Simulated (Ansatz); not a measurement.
# Ba: the cost of one run

Method: DFT PBEsol, scalar-relativistic, plane waves, PAW, in Ansatz 0.2.0.

## Step 1: The system as given

Symmetry: Im-3m, No. 229, cubic system. Conventional cell: a = 5.000 Å, b = 5.000 Å, c = 5.000 Å, α = 90.00°, β = 90.00°, γ = 90.00°. Around Ba (site symmetry m-3m) lie 8 Ba at 4.33 Å.

Structure file:

```xyz
1
Lattice="-2.5000 2.5000 2.5000 2.5000 -2.5000 2.5000 2.5000 2.5000 -2.5000" Properties=species:S:1:pos:R:3 pbc="T T T"
Ba    0.0000    0.0000    0.0000
```

No relaxation comes first: the listed cell is the starting point.

## Step 2: Zero of the scan

input.yaml reads:

```yaml
crystal:
  lattice:
    - [-2.5, 2.5, 2.5]
    - [2.5, -2.5, 2.5]
    - [2.5, 2.5, -2.5]
  atoms:
    - { symbol: Ba, position: [0.0, 0.0, 0.0] }
basis:
  ecutwfc: 420
kpoints:
  mp_grid: { grid: [16, 16, 16] }
hamiltonian:
  xc: pbesol
scf:
  occupations: { method: gaussian, width: 0.15 }
output:
  forces: true
  stress: true
  eigenvalues: true
  write_density: true
  write_potential: true
  elf: true
  volumetric_format: npy
```

Run with:

```bash
ansatz run input.yaml --threads 1 --pin off --max-ram 2560MiB --backend cpu --events-out ev --progress --plain --runs-dir out
```

What time and memory should one allow on 1 thread of Arm Neoverse V1, shared host?

About 6.7 s, with a peak of 0.37 GiB.
